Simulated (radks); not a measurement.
**Ionisation energy and size from Lu to Hg**

One table from this session's results is given with a row withheld; the runs are named, their logs left out.

The numbers are computed with radks (a radial shooting solver on a logarithmic mesh, Libxc functionals) version 1 (scalar-relativistic Kohn-Sham, PBEsol, spin-polarised, spherical densities, finite nucleus; open shells are filled with parallel spins first), except any that are marked as measured or tabulated.

## The atom as given

```
species : Lu, Hf, Ta, W, Re, Os, Ir, Pt, Au, Hg
runs    : 20, each species and its next ion
```

The first run:

Settings of this run:

```text
Z 71
configuration [Xe] 4f14 5d1 6s2
relativity scalar-relativistic
functional pbe_sol,pbe_sol
spin polarised
nucleus finite rms 5.37 fm
c 137.035999084
```

Steps of the session up to this table: Lu, [Xe] 4f14 5d1 6s2; Lu⁺, [Xe] 4f14 6s2; Hf, [Xe] 4f14 5d2 6s2; Hf⁺, [Xe] 4f14 5d1 6s2; Ta, [Xe] 4f14 5d3 6s2; Ta⁺, [Xe] 4f14 5d3 6s1; W, [Xe] 4f14 5d4 6s2; W⁺, [Xe] 4f14 5d4 6s1; Re, [Xe] 4f14 5d5 6s2; Re⁺, [Xe] 4f14 5d5 6s1; Os, [Xe] 4f14 5d6 6s2; Os⁺, [Xe] 4f14 5d6 6s1; Ir, [Xe] 4f14 5d7 6s2; Ir⁺, [Xe] 4f14 5d7 6s1; Pt, [Xe] 4f14 5d9 6s1; Pt⁺, [Xe] 4f14 5d9; Au, [Xe] 4f14 5d10 6s1; Au⁺, [Xe] 4f14 5d10; Hg, [Hg]; Hg⁺, [Xe] 4f14 5d10 6s1.

One table of the session follows, with a row left open; its other results are not shown here.

```
species  Δ-SCF (eV)  −ε(HOMO) (eV)  its <r> (bohr)
     Lu       5.422          1.978            3.67
     Hf       6.921          3.131            3.52
     Ta       7.322          4.244            3.42
      W       7.482          4.781            3.33
     Re       7.613          4.837            3.25
     Os       8.402          4.850            3.09
     Ir       9.048          5.857            2.96
     Pt           ?              ?               ?
     Au       9.624          6.130            2.84
     Hg      10.508          6.861            2.68
```

**Question.** Estimate the row for Pt.

**Answer.** Δ-SCF (eV): 9.552; −ε(HOMO) (eV): 5.651; its <r> (bohr): 2.88. In the column «Δ-SCF (eV)» it lies between Ir (9.048) and Au (9.624).

Caveats from the session: For Lu, Hf, Ta, Os, Pt the highest level isn't the widest one, so −ε(HOMO) and <r> belong to different orbitals, and Δ-SCF follows the ion's typed configuration. Open shells are spherical and high-spin; term and fine-structure splittings are not resolved.
